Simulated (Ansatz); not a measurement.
**H₃LiSiTe (SMILES [Li][SiH2][TeH]): single points off equilibrium**

One table from this session's results is given with a row withheld; the runs are named, their logs left out.

Computed with Ansatz 0.2.0, Gaussian basis. Level: single points in def2-TZVPP.

Cores are frozen in the correlated methods. Filled d shells of the heavier atoms are correlated. Core potentials replace the inner electrons past krypton, and spin-orbit coupling is left out. The outer core shell of Li, Na, Mg and K is correlated.

### Where the work starts

SMILES `[Li][SiH2][TeH]`, 6 atoms, charge 0, spin multiplicity 1.

Atoms are counted from 1 here; the program's logs count them from 0.

Bond lengths: Li1–Si2 2.512 Å, Li1–Te3 2.927 Å, Si2–Te3 2.723 Å, Si2–H4 1.306 Å, Si2–H5 1.666 Å, Te3–H6 1.707 Å. Angles: Si2–Li1–Te3 59.5°, Li1–Si2–Te3 67.8°, Li1–Si2–H4 130.0°, Li1–Si2–H5 131.5°, Te3–Si2–H4 97.1°, Te3–Si2–H5 94.6°, H4–Si2–H5 95.6°, Li1–Te3–Si2 52.6°, Li1–Te3–H6 51.4°, Si2–Te3–H6 81.5°.

Geometry (Å):

```
Li   -1.9196    0.6727    0.3857
Si   -0.1677   -0.6766   -0.8060
Te    0.7420    0.3326    1.5542
H     0.2178   -1.9094   -0.6141
H     1.1783   -0.2182   -1.6739
H     0.0237    1.7515    0.9349
```

The first run:

run/in.yaml

```yaml
crystal:
  periodic: [false, false, false]
  atoms:
    - {symbol: Li, position_ang: [-1.919600, 0.672700, 0.385700]}
    - {symbol: Si, position_ang: [-0.167700, -0.676600, -0.806000]}
    - {symbol: Te, position_ang: [0.742000, 0.332600, 1.554200]}
    - {symbol: H, position_ang: [0.217800, -1.909400, -0.614100]}
    - {symbol: H, position_ang: [1.178300, -0.218200, -1.673900]}
    - {symbol: H, position_ang: [0.023700, 1.751500, 0.934900]}
basis:
  gaussian: {orbitals: def2-TZVPP}
correlation: {method: ccsd_t}
output: {forces: true}
```

The command line of these runs was not kept.

Steps of the session up to this table: CCSD(T)/def2-TZVPP; PBE0-D4/def2-TZVPP; wB97M-V/def2-TZVPP; r2SCAN-D4/def2-TZVPP; PBE-D4/def2-TZVPP; r2SCAN0-D4/def2-TZVPP; revPBE-D4/def2-TZVPP.

One of the session's tables, all rows but one given; the rest of the session is left out.

```
    method  RMS force component (eV/Å)  angle to CCSD(T) forces (°)  dipole (D)
   CCSD(T)                       1.838                    reference        5.90
   PBE0-D4                       1.851                          2.1        5.66
   wB97M-V                       1.818                          1.4        5.84
 r2SCAN-D4                       1.835                          1.7        5.75
    PBE-D4                       1.849                          5.5        5.49
r2SCAN0-D4                       1.841                          1.6        5.83
 revPBE-D4                           ?                            ?           ?
```

Q: Estimate the row for revPBE-D4 from the others.

**Answer.** RMS force component (eV/Å): 1.840; angle to CCSD(T) forces (°): 6.7; dipole (D): 5.49. In the column «RMS force component (eV/Å)» it lies between CCSD(T) (1.838) and r2SCAN0-D4 (1.841).
